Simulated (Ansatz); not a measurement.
# C2H4BF: the cost of one run

Program: Ansatz 0.2.0. Level of theory: RKS B3LYP/def2-SVP. These are calculated values, not measurements.

## (1) The structure to begin with

Bond lengths: B1–C2 1.518 Å, C2–C3 1.309 Å, C2–F4 1.327 Å, B1–H5 1.242 Å, B1–H6 1.195 Å, C3–H7 1.095 Å, C3–H8 1.128 Å. Angles: B1–C2–C3 120.3°, B1–C2–F4 120.8°, C3–C2–F4 118.8°, C2–B1–H5 119.5°, C2–B1–H6 125.3°, H5–B1–H6 115.1°, C2–C3–H7 122.5°, C2–C3–H8 121.8°, H7–C3–H8 115.3°.

Structure file:

```xyz
8

B    -0.3227    1.1357   -0.4020
C    -0.1563   -0.3717   -0.3325
C     0.4577   -0.9223    0.6845
F    -0.5549   -1.1456   -1.3346
H    -0.9415    1.6388   -1.3541
H     0.0313    1.9084    0.4384
H     0.6572   -1.9972    0.7387
H     0.9213   -0.3032    1.5058
```

## (2) End point A

Input file input.yaml:

```yaml
crystal:
  periodic: [false, false, false]
  atoms:
    - { symbol: B, position_ang: [-0.3227, 1.1357, -0.402] }
    - { symbol: C, position_ang: [-0.1563, -0.3717, -0.3325] }
    - { symbol: C, position_ang: [0.4577, -0.9223, 0.6845] }
    - { symbol: F, position_ang: [-0.5549, -1.1456, -1.3346] }
    - { symbol: H, position_ang: [-0.9415, 1.6388, -1.3541] }
    - { symbol: H, position_ang: [0.0313, 1.9084, 0.4384] }
    - { symbol: H, position_ang: [0.6572, -1.9972, 0.7387] }
    - { symbol: H, position_ang: [0.9213, -0.3032, 1.5058] }
basis:
  gaussian: { orbitals: def2-SVP }
hamiltonian:
  xc: b3lyp
relax:
  f_tol: 0.015
  max_steps: 40
```

Started as:

```
$ ansatz run input.yaml --threads 1 --pin off --max-ram 2048MiB --backend cpu --events-out ev --progress --plain --runs-dir out
```

What time and memory should one allow on 1 thread of Arm Neoverse V1, shared host?

About 14 s, with a peak of 0.14 GiB.
